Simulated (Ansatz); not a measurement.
**ClF₂OSi radical: up Jacob's ladder to CCSD(T)**

How much do the methods differ for ClF₂OSi radical? The plan is to run it at one geometry with functionals of several rungs and with coupled cluster. The yardstick is the atomisation energy at the CCSD(T) limit.

Computed with Ansatz 0.2.0, Gaussian basis. Level: functionals in def2-TZVPP, the program's frozen cores in correlated methods.

Levels to be run: LDA (SPW92), PBE-D4, revPBE-D4, BLYP-D4, r2SCAN-D4, B97M-V, PBE0-D4, B3LYP-D4, r2SCANh-D4, r2SCAN0-D4, HSE06-D4, BHLYP-D4, CAM-B3LYP-D4, LC-ωPBE, ωB97X-V, ωB97M-V, B2PLYP, PBE-QIDH; CCSD(T)/def2-SVP; CCSD(T)/def2-TZVPP; MP2/def2-QZVPP; extrapolation to the limit; RPA on PBE.

### 1 Structure used throughout

All runs share one geometry, relaxed beforehand with PBE0-D4 in a triple-zeta def2 set.

SMILES `[O][Si](F)(F)Cl`, 5 atoms, charge 0, spin multiplicity 2.

Atoms are counted from 1 here; the program's logs count them from 0.

Bond lengths: O1–Si2 1.641 Å, Si2–F3 1.569 Å, Si2–F4 1.569 Å, Si2–Cl5 2.005 Å. Angles: O1–Si2–F3 112.2°, O1–Si2–F4 112.3°, O1–Si2–Cl5 102.8°, F3–Si2–F4 106.3°, F3–Si2–Cl5 111.7°, F4–Si2–Cl5 111.7°.

### 2 LDA

This LDA is Slater exchange with PW92 correlation.

in.yaml

```yaml
crystal:
  periodic: [false, false, false]
  atoms:
    - {symbol: O, position_ang: [-0.173144, 0.048651, 1.622437]}
    - {symbol: Si, position_ang: [0.070957, -0.092239, 0.005606]}
    - {symbol: F, position_ang: [-0.374586, -1.493267, -0.542660]}
    - {symbol: F, position_ang: [1.581747, 0.074418, -0.383912]}
    - {symbol: Cl, position_ang: [-1.055073, 1.388737, -0.742771]}
basis:
  gaussian: {orbitals: def2-TZVPP}
magnetization: {spin_polarized: true, initial_magnetization: 1}
hamiltonian: {xc: lda}
output: {orbitals: {seedname: orbitals}}
```

After this run come: PBE-D4 (GGA); revPBE-D4 (GGA); BLYP-D4 (GGA); r2SCAN-D4 (meta-GGA); B97M-V (meta-GGA); PBE0-D4 (hybrid); B3LYP-D4 (hybrid); r2SCANh-D4 (hybrid); r2SCAN0-D4 (hybrid); HSE06-D4 (hybrid); BHLYP-D4 (hybrid); CAM-B3LYP-D4 (range-separated); LC-ωPBE-D4 (range-separated); ωB97X-V (range-separated); ωB97M-V (range-separated); B2PLYP (double hybrid); PBE-QIDH (double hybrid); CCSD(T) in def2-SVP; CCSD(T) in def2-TZVPP; MP2 in def2-QZVPP; RPA on PBE orbitals.

Q: Predict the results of all the runs planned. Wanted: atomisation energy, CCSD(T)/CBS; farthest beyond LDA; mean size of error, GGA; mean size of error, meta-GGA; mean size of error, hybrid; mean size of error, range-separated; mean size of error, double hybrid; gap, smallest and largest; T1 diagnostic.

As calculated:

| quantity | value |
| --- | --- |
| atomisation energy, CCSD(T)/CBS | 478.0 kcal/mol |
| functionals within 2.4 kcal/mol (0.5 %) | CAM-B3LYP-D4, ωB97X-V, ωB97M-V |
| farthest beyond LDA | BHLYP-D4 (-28.1 kcal/mol) |
| mean size of error, GGA | 6.8 kcal/mol |
| mean size of error, meta-GGA | 4.1 kcal/mol |
| mean size of error, hybrid | 11.1 kcal/mol |
| mean size of error, range-separated | 1.8 kcal/mol |
| mean size of error, double hybrid | 8.9 kcal/mol |
| gap, smallest and largest | 0.28 eV (LDA (SPW92)), 9.89 eV (LC-ωPBE) |
| T1 diagnostic | 0.0137 |
| triples share of the correlation energy | 3.2 % |

LDA overbinds by 79.2 kcal/mol (17 %). PBE-D4 is off by +8.9 kcal/mol. Double hybrids carry the basis error of their MP2 part in triple zeta, and no dispersion term here, so their miss is partly the set-up's. Taken by rung, range-separated functionals do best (1.8 kcal/mol on average) and hybrid ones worst beyond LDA (11.1 kcal/mol). The mean of the hybrids holds BHLYP, with half exact exchange. RPA and LDA stand outside this count. Misses under about 2.4 kcal/mol are within the doubt on the reference itself, which lacks core-valence correlation, relativity and higher excitations. Hartree-Fock recovers 72 % of the binding; the rest is correlation. CCSD(T) in def2-SVP is off by -55.7 kcal/mol, which most functionals beat. The gap grows from 0.3 to 9.9 eV across the functionals, mostly with the share of exact exchange.
